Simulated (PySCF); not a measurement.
# C5H9N3O: the cost of one run

Computed with PySCF 2.14.0 and routines of our own; the level stands in each step. Atoms count from 0.

### Step 1. The starting structure

18 atoms, charge 0, multiplicity 1; geometry from: GFN2-xTB.

### Step 2. Magnetic properties: GIAO BHandHLYP/pcSseg-1

Job settings and geometry (Å):

```
{"job": {"kind": "mag", "xc": "BHandHLYP", "basis": "pcSseg-1", "isotopologues": 0}, "charge": 0, "multiplicity": 1}
C     -2.070236    -1.869804    -0.503099
O     -1.863805    -0.475494    -0.411602
C     -0.598581    -0.110533    -0.157378
N      0.423636    -0.942513    -0.002118
N      1.460081    -0.149890     0.222851
C      2.771276    -0.658718     0.479656
N      1.175458     1.130277     0.229773
C     -0.125621     1.214075    -0.010583
C     -0.879634     2.487382    -0.106336
H     -1.470231    -2.297494    -1.310753
H     -3.130371    -2.006758    -0.706710
H     -1.796797    -2.363682     0.433175
H      2.876581    -1.616136    -0.026247
H      2.928879    -0.800317     1.551761
H      3.501866     0.054136     0.102535
H     -1.798052     2.420675     0.473790
H     -0.264678     3.301608     0.265855
H     -1.148528     2.689504    -1.142890
```

With the program's defaults for keys left out, this is: GIAO BHandHLYP/pcSseg-1 magnetisability, rotational g tensor and spin-rotation constants, non-relativistic, gas phase.

Run with:

```sh
OMP_NUM_THREADS=1 python excited_run.py task.json out
```

One launch serves the whole session: the jobs run in the order shown.

Q: Estimate the wall time and peak memory of this first job on 1 thread of Intel Xeon at 2.60GHz, shared host.

About 39 s, with a peak of 0.86 GiB.
